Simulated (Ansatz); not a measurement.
# CHGeSi+ (triplet): the correlation ladder, cc-pVDZ

One table from this session's results is given with a row withheld; the runs are named, their logs left out.

Computed with Ansatz 0.2.0, Gaussian basis. Level: cc-pVDZ, core rule «outside noble gas», up to 20 orbitals frozen.

To be run: UHF; CCSD(T) on ROHF; CCSD(T) on UHF; BCCD(T) on ROHF; CISD as a restricted active space (open shells left free, so some higher excitations enter); CCSDT(Q) on ROHF; CCSDT(Q) on UHF; CASSCF and NEVPT2, 10 electrons in 10 orbitals.

19 further runs of the same task are left out: 11 that didn't finish, 8 set aside as unsound or not needed. Runs told in other sessions of the task aren't counted.

### The system

The geometry is a PBE0/def2-TZVP stationary point (not a proven minimum) of the parent state, kept for this charge and spin. No spin-orbit coupling is included. The filled d shell of Ge may be among the frozen orbitals whatever the setting's name suggests.

4 atoms, charge 1, spin multiplicity 3.

Atoms are counted from 1 here; the program's logs count them from 0.

Bond lengths: C1–Si2 1.731 Å, C1–Ge3 1.847 Å, Si2–Ge3 2.493 Å, Si2–H4 1.503 Å. Angles: Si2–C1–Ge3 88.3°, C1–Si2–Ge3 47.8°, C1–Si2–H4 124.3°, Ge3–Si2–H4 172.1°, C1–Ge3–Si2 43.9°.

Set-up of the first run:

File in.yaml:

```yaml
crystal:
  periodic: [false, false, false]
  atoms:
    - {symbol: C, position_ang: [0.000000, -1.107900, 0.611089]}
    - {symbol: Si, position_ang: [0.000000, 0.245705, 1.689545]}
    - {symbol: Ge, position_ang: [0.000000, 0.086328, -0.798527]}
    - {symbol: H, position_ang: [0.000000, 0.133981, 3.188382]}
basis:
  gaussian: {orbitals: cc-pVDZ}
total_charge: 1
magnetization: {spin_polarized: true, initial_magnetization: 2}
hamiltonian: {xc: hf}
output: {orbitals: {seedname: orbitals}}
```

Run with:

```sh
ansatz run in.yaml --threads 1 --pin off --events-out ev --progress --plain --max-ram 2393MiB
```

Among the steps run: UHF; CCSD(T) on ROHF; CCSD(T) on UHF; BCCD(T) on ROHF; CISD as a restricted active space (open shells left free, so some higher excitations enter); CCSDT(Q) on ROHF; CCSDT(Q) on UHF; CASSCF and NEVPT2, 10 electrons in 10 orbitals.

One of the session's tables, all rows but one given; the rest of the session is left out.

It belongs to the step «Misses and costs». 

| method | from RCCSDT(Q) (kJ/mol) |
| --- | --- |
| ROHF | +822.0 |
| UHF | +774.1 |
| RMP2 | +141.8 |
| UMP2 | +150.9 |
| RCCSD | +55.0 |
| UCCSD | +53.2 |
| RCCSD(T) | +9.6 |
| UCCSD(T) | +10.5 |
| BCCD(T) | +8.9 |
| RCCSDT | ? |
| UCCSDT | +4.4 |
| RCCSDT(Q) | 0 |
| UCCSDT(Q) | -0.6 |
| CASSCF frontier | +519.1 |
| NEVPT2 frontier | +132.5 |

**Question.** Estimate the row for RCCSDT.

**Answer.** from RCCSDT(Q) (kJ/mol): +4.9. In the column «from RCCSDT(Q) (kJ/mol)» it lies between UCCSDT (+4.4) and BCCD(T) (+8.9).

Not comparable, so not listed: CISD as a restricted active space (open shells left free, so some higher excitations enter) (they don't share determinant, frozen orbitals or solution with the rows shown, or repeat one).

Limits of these values: Warnings: spin contamination; large T1 diagnostic. Restricted and unrestricted rows rest on different reference determinants; a gap between their highest levels can come from leftover correlation error, from unlike frozen cores or from another state.
